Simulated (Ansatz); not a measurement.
# HfW2: properties at the relaxed cell

The task here is to estimate one member of a computed series from the others.

Method: DFT PBEsol, scalar-relativistic, plane waves, PAW, in Ansatz 0.2.0.

1 further run of the same task is left out (set aside as unsound or not needed).

## The starting structure

It takes space group Fd-3m (No. 227, cubic). Conventional cell: a = 7.542 Å, b = 7.542 Å, c = 7.542 Å, α = 90.00°, β = 90.00°, γ = 90.00°. Hf (site symmetry -43m) is surrounded by 12 W at 3.13 Å and 4 Hf at 3.27 Å. Around W (site symmetry -3m) lie 6 W at 2.67 Å and 6 Hf at 3.13 Å.

Structure file:

```cif
data_structure
_symmetry_space_group_name_H-M 'P 1'
_symmetry_Int_Tables_number 1
_cell_length_a 5.3328
_cell_length_b 5.3328
_cell_length_c 5.3328
_cell_angle_alpha 60.000
_cell_angle_beta 60.000
_cell_angle_gamma 60.000
_cell_volume 107.24
loop_
_atom_site_label
_atom_site_type_symbol
_atom_site_fract_x
_atom_site_fract_y
_atom_site_fract_z
_atom_site_occupancy
Hf1 Hf 0.50000 0.50000 0.50000 1
Hf2 Hf 0.75000 0.75000 0.75000 1
W1 W 0.12500 0.12500 0.12500 1
W2 W 0.62500 0.12500 0.12500 1
W3 W 0.12500 0.12500 0.62500 1
W4 W 0.12500 0.62500 0.12500 1
```

It is the result of an earlier relaxation at this level (volume 17.87 Å³/atom; gap on the mesh: none (metal)).

The first run:

File input.yaml:

```yaml
crystal:
  lattice:
    - [0.0, 3.7708479286, 3.7708479286]
    - [3.7708479286, 0.0, 3.7708479286]
    - [3.7708479286, 3.7708479286, 0.0]
  atoms:
    - { symbol: Hf, position: [0.5, 0.5, 0.5] }
    - { symbol: Hf, position: [0.75, 0.75, 0.75] }
    - { symbol: W, position: [0.125, 0.125, 0.125] }
    - { symbol: W, position: [0.625, 0.125, 0.125] }
    - { symbol: W, position: [0.125, 0.125, 0.625] }
    - { symbol: W, position: [0.125, 0.625, 0.125] }
basis:
  ecutwfc: 420
kpoints:
  mp_grid: { grid: [8, 8, 8] }
  band_path:
    path:
      - [[0.0, 0.0, 0.0], [0.5, 0.0, 0.5], [0.625, 0.25, 0.625]]
      - [[0.375, 0.375, 0.75], [0.0, 0.0, 0.0], [0.5, 0.5, 0.5], [0.5, 0.25, 0.75], [0.5, 0.0, 0.5]]
    npoints: 14
hamiltonian:
  xc: pbesol
scf:
  occupations: { method: gaussian, width: 0.1 }
  n_extra_bands: 15
output:
  forces: true
  stress: true
  eigenvalues: true
  populations: true
  dos: { projected: true, de: 0.02, nscf_kmesh: { grid: [12, 12, 12] } }
  bader: true
  write_density: true
  write_potential: true
  elf: true
  volumetric_format: npy
```

The run is started by

```sh
> ansatz run input.yaml --threads 1 --pin off --max-ram 2560MiB --backend cpu --events-out ev --progress --plain --runs-dir out
```

Steps of the session up to this table: Bands, states and charges; Back to the database's cell; Volume × 0.97; The cell scaled to 1.03 of its volume; Point at V/V0 = 0.94; Point at V/V0 = 1.06; Volume × 0.91; The cell scaled to 1.10 of its volume; Point at V/V0 = 0.88.

One of the session's tables, all rows but one given; the rest of the session is left out.

It belongs to the step «Fit of the equation of state». 

```
volume (Å³/atom)  energy above the lowest point (meV/atom)  pressure (GPa)
          15.728                                     229.0           38.14
          16.264                                     122.0           26.31
          16.801                                      51.5           16.20
          17.337                                         ?               ?
          17.873                                       0.0            0.00
          18.409                                      11.1           -6.50
          18.945                                      42.5          -12.14
          19.660                                     111.3          -18.48
```

Estimate the missing values for volume (Å³/atom) = 17.337.

Worked estimate for «energy above the lowest point (meV/atom)». A straight line through the neighbours (16.801, 51.5) and (17.873, 0.0) gives 51.5 + (0.0 − 51.5) × (17.337 − 16.801) / (17.873 − 16.801) = 25.8; a parabola fitted to 4 rows on both sides gives 12.2.

As computed: energy above the lowest point (meV/atom): 12.2; pressure (GPa): 7.50. In «energy above the lowest point (meV/atom)» the line misses by +13.6 and the parabola by 0.0.
